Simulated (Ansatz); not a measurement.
# CH3GeNS: how energies converge with the basis set

Aim: see how fast density functionals converge with the basis set for CH3GeNS.

Computed with Ansatz 0.2.0, Gaussian basis. Level: one geometry, several basis sets.

Levels to be run: PBE0-D4/def2-SVP; ωB97M-V/def2-SVP; PBE0-D4/def2-QZVPP; ωB97M-V/def2-QZVPP; the functionals' def2-TZVPP values are taken from earlier runs.

**1. Structure used throughout**

An earlier PBE0-D4 in a triple-zeta def2 set relaxation fixed the geometry.

SMILES `N#C[S][GeH3]`, 7 atoms, charge 0, spin multiplicity 1.

Atoms are counted from 1 here; the program's logs count them from 0.

Bond lengths: N1–C2 1.156 Å, C2–S3 1.680 Å, S3–Ge4 2.261 Å, Ge4–H5 1.529 Å, Ge4–H6 1.529 Å, Ge4–H7 1.531 Å. Angles: N1–C2–S3 179.0°, C2–S3–Ge4 96.2°, S3–Ge4–H5 107.8°, S3–Ge4–H6 107.8°, S3–Ge4–H7 102.9°, H5–Ge4–H6 112.5°, H5–Ge4–H7 112.5°, H6–Ge4–H7 112.5°.

Geometry (Å):

```
N     2.2858   -0.7109    1.4394
C     1.4815   -0.9968    0.6599
S     0.3256   -1.4388   -0.4766
Ge   -0.8324    0.5018   -0.4133
H     0.1152    1.6255   -0.8355
H    -1.3614    0.6851    1.0100
H    -1.9532    0.2659   -1.4298
```

**2. PBE0-D4 in def2-SVP**

in.yaml reads:

```yaml
crystal:
  periodic: [false, false, false]
  atoms:
    - {symbol: N, position_ang: [2.285835, -0.710878, 1.439442]}
    - {symbol: C, position_ang: [1.481547, -0.996849, 0.659884]}
    - {symbol: S, position_ang: [0.325626, -1.438808, -0.476620]}
    - {symbol: Ge, position_ang: [-0.832399, 0.501813, -0.413253]}
    - {symbol: H, position_ang: [0.115218, 1.625530, -0.835511]}
    - {symbol: H, position_ang: [-1.361381, 0.685149, 1.010032]}
    - {symbol: H, position_ang: [-1.953246, 0.265945, -1.429774]}
basis:
  gaussian: {orbitals: def2-SVP}
hamiltonian: {xc: pbe0, dispersion: d4}
output: {orbitals: {seedname: orbitals}}
```

Launch:

```bash
ansatz run in.yaml --threads 2 --pin off --events-out ev --progress --plain --max-ram 4352MiB
```

Further steps of the session: ωB97M-V in def2-SVP; PBE0-D4 in def2-QZVPP; ωB97M-V in def2-QZVPP.

Before running them: what should the planned runs give, taken together? Wanted: PBE0-D4: double and triple zeta above quadruple; ωB97M-V: double and triple zeta above quadruple.

**Answer**, as computed:

| quantity | value |
| --- | --- |
| PBE0-D4: double and triple zeta above quadruple | 15.57, 1.68 eV |
| ωB97M-V: double and triple zeta above quadruple | 15.56, 1.62 eV |

**Reading.** For PBE0-D4 the step from double to triple zeta gains 13.89 eV and the next only 1.68 eV. These are total energies; as a rule much of such shifts cancels in differences, which this series doesn't test. The LUMO of ωB97M-V is positive and keeps falling with the basis (1.10 to 0.51 eV): an unbound level that the basis holds in place.
